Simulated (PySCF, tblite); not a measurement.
**C7H11BO: geometry, infrared bands and NMR shifts**

Wanted: the infrared bands and NMR shifts of C7H11BO (`B[C@H](C)CO/C=C\C#C`), by calculation.

Computed with tblite 0.8.0 and PySCF 2.14.0, with density-fitted response routines of our own, on a single molecule in the gas phase. Atoms count from 0, in the outputs and in this text.

### Step 1. The molecule as given

20 atoms, charge 0, multiplicity 1; geometry from: force field or distance geometry start.

Bonds of the start (Å): B0–C1 1.58, C1–C2 1.51, C1–C3 1.53, C3–O4 1.37, O4–C5 1.35, C5–C6 1.32, C6–C7 1.43, C7–C8 1.19, B0–H9 1.21, B0–H10 1.20, C1–H11 1.12, C2–H12 1.09, C2–H13 1.12, C2–H14 1.12, C3–H15 1.15, C3–H16 1.10, C5–H17 1.09, C6–H18 1.09, C8–H19 1.07.

### Step 2. Optimising the geometry with GFN2-xTB

The job: settings as JSON, then the geometry in Å.

```
{"job": {"kind": "relax", "xc": "GFN2-xTB", "basis": "xTB"}, "charge": 0, "multiplicity": 1}
B     -2.163400    -0.061300    -1.393100
C     -1.514500    -0.521100    -0.031300
C     -2.152100     0.125800     1.171000
C      0.003000    -0.313800    -0.054600
O      0.368100     0.994200    -0.228500
C      1.567700     1.595500    -0.399100
C      2.761400     1.056500    -0.204100
C      2.900900    -0.298900     0.230700
C      3.011000    -1.434600     0.576700
H     -3.358300     0.127900    -1.314300
H     -1.878600    -0.742300    -2.337800
H     -1.699600    -1.620300     0.058200
H     -1.406700     0.337700     1.939000
H     -2.631600     1.086000     0.847100
H     -2.969400    -0.540500     1.547900
H      0.302900    -0.584900     1.022900
H      0.481700    -1.033600    -0.737600
H      1.582200     2.634200    -0.722200
H      3.664300     1.654600    -0.361000
H      3.125800    -2.450400     0.889900
```

Launch:

```console
> OMP_NUM_THREADS=1 python probes_run.py task.json out
```

The driver reads the jobs from task.json and runs them one after another.

**Question.** This job is followed by: GFN2-xTB harmonic vibrations, gas phase; GIAO PBE0/pcSseg-1 NMR shielding, non-relativistic, gas phase. Predict these results of the whole session: strongest single infrared mode (GFN2-xTB); zero-point energy (GFN2-xTB); ¹³C shifts against TMS (PBE0/pcSseg-1); ¹H shifts against TMS (PBE0/pcSseg-1, means over atoms taken as alike); ¹¹B shifts against BF3·OEt2 (PBE0/pcSseg-1); ¹⁷O shifts against H2O (PBE0/pcSseg-1); surface potential, 1st and 99th percentile.

As calculated:

| quantity | value |
| --- | --- |
| strongest single infrared mode (GFN2-xTB) | 1674 cm⁻¹, 293 km/mol |
| zero-point energy (GFN2-xTB) | 98.8 kcal/mol |
| ¹³C shifts against TMS (PBE0/pcSseg-1) | 163.4, 86.3, 85.8, 85.5, 81.3, 42.7, 19.1 ppm |
| ¹H shifts against TMS (PBE0/pcSseg-1, means over atoms taken as alike) | 8.12, 6.31, 5.60, 5.03, 4.81, 2.41, 1.53, 1.22 ppm |
| ¹¹B shifts against BF3·OEt2 (PBE0/pcSseg-1) | 93.8 ppm |
| ¹⁷O shifts against H2O (PBE0/pcSseg-1) | 164.2 ppm |
| surface potential, 1st and 99th percentile | -0.89 V and 1.41 V |

**Reading.** Over 62 steps the energy fell by 1.089 eV; of the close pairs, C3–H15 changed most, 1.151 to 1.098 Å. All 54 modes are real, so the xTB geometry is a minimum. The strongest single mode, at 1674 cm⁻¹, moves mainly C5 and C6. Unscaled tight-binding wavenumbers are off by several per cent, some by more. Its intensities can rank the bands wrongly. C5 (alkene carbon bearing oxygen) lies farthest downfield among carbon, at 163.4 ppm; an sp2 carbon further deshielded by the attached heteroatom. At PBE0/pcSseg-1: Shielding is most anisotropic at C7 (span 292 ppm, paramagnetic term -153 ppm). By nearest atom (PBE0/pcSseg-1), the HOMO sits on C6, C8 about 23 % each; O4 16 % and the LUMO on B0 51 %; H9, H10 about 15 % each.
